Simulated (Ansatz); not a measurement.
# CH4AlGeNS: an energy map over bond length Ge5–H8 and bond length Ge5–H9

Aim: map the energy of CH₄AlGeNS, SMILES N=[C]1[AlH][S][GeH2]1 over two coordinates, and find its wells, ridges and stiffness.

Method: RKS BHLYP-D4/def2-SVP; program: Ansatz 0.2.0.

## Step 1: Starting geometry

SMILES `N=[C]1[AlH][S][GeH2]1`, 9 atoms, charge 0, spin multiplicity 1.

Atoms are counted from 1 here; the program's logs count them from 0.

Bond lengths: N1–C2 1.278 Å, N1–H6 1.040 Å, C2–Al3 2.006 Å, C2–Ge5 2.046 Å, Al3–S4 2.210 Å, Al3–H7 1.596 Å, S4–Ge5 2.282 Å, Ge5–H8 1.559 Å, Ge5–H9 1.559 Å. Angles: C2–N1–H6 113.1°, N1–C2–Al3 133.3°, N1–C2–Ge5 133.7°, Al3–C2–Ge5 93.0°, C2–Al3–S4 94.2°, C2–Al3–H7 138.1°, S4–Al3–H7 127.6°, Al3–S4–Ge5 81.7°, C2–Ge5–S4 91.0°, C2–Ge5–H8 117.0°, C2–Ge5–H9 117.1°, S4–Ge5–H8 110.5°, S4–Ge5–H9 110.4°, H8–Ge5–H9 109.4°.

Coordinates:

```xyz
9
CH4AlGeNS
N     0.3839    2.0589    0.2469
C     0.2882    0.8133   -0.0203
Al    1.3250   -0.4195   -1.2152
S     0.1344   -2.2032   -0.6821
Ge   -0.9563   -0.6791    0.6195
H    -0.3257    2.3843    0.9339
H     2.5587   -0.3378   -2.2242
H    -0.8643   -1.0809    2.1232
H    -2.4554   -0.5824    0.2011
```

This geometry comes from a loose relaxation at PBE in a small basis, which is not shown.

## Step 3: Setting up the map

The axes are (1) bond length Ge5–H8: 9 values from 1.349 to 1.917 Å; (2) bond length Ge5–H9: 9 values from 1.319 to 2.147 Å.

Nothing else is relaxed (all other coordinates rigid). Energies count from the relaxed molecule at the same level. Points are written as (first, second).

(The set-up runs are not shown.)

## Step 4: The run at (1.704 Å, 1.629 Å)

input.yaml reads:

```yaml
crystal:
  periodic: [false, false, false]
  atoms:
    - { symbol: "N", position_ang: [0.363537, 2.017476, 0.248093] }
    - { symbol: C, position_ang: [0.284982, 0.787763, -0.018977] }
    - { symbol: Al, position_ang: [1.322576, -0.418347, -1.208104] }
    - { symbol: S, position_ang: [0.130788, -2.176954, -0.681412] }
    - { symbol: Ge, position_ang: [-0.946203, -0.674686, 0.615053] }
    - { symbol: H, position_ang: [-0.338019, 2.331994, 0.918873] }
    - { symbol: H, position_ang: [2.534161, -0.325508, -2.196481] }
    - { symbol: H, position_ang: [-0.834097, -1.087583, 2.264466] }
    - { symbol: H, position_ang: [-2.509981, -0.533641, 0.181065] }
basis:
  gaussian: { orbitals: def2-SVP }
hamiltonian:
  xc: { name: BHLYP }
  dispersion: d4
output:
  forces: true
```

Launch:

```sh
> ansatz run input.yaml --threads 1 --pin off --max-ram 2560MiB --backend cpu --events-out ev --progress --plain --runs-dir out
```

The session goes on with these runs: all other points of the grid.

What does the calculation give? Wanted: lowest point; highest computed point; largest force on an atom; dipole moment.

**Answer**, as computed:

```
                       quantity                                                                               value
                   lowest point                                                   (1.562 Å, 1.526 Å), 0.17 kcal/mol
         highest computed point                                  (1.917 Å, 2.147 Å), 50.7 kcal/mol above the lowest
largest force on an atom (eV/Å)     0.5 at (1.562 Å, 1.526 Å) to 7.5 at (1.917 Å, 1.319 Å); 0.5 at the lowest point
              dipole moment (D)  1.12 at (1.775 Å, 1.836 Å) to 1.76 at (1.349 Å, 1.319 Å); 1.40 at the lowest point
        time for the whole task                                                     12 min on 1 thread, shared host
```

In words: The lowest computed point is at (1.562 Å, 1.526 Å), 0.17 kcal/mol from the relaxed molecule at the same level. No other kind of well shows on this grid. The highest computed point, (1.917 Å, 2.147 Å), lies 50.7 kcal/mol above the lowest. Round the minimum the two coordinates are nearly uncoupled.
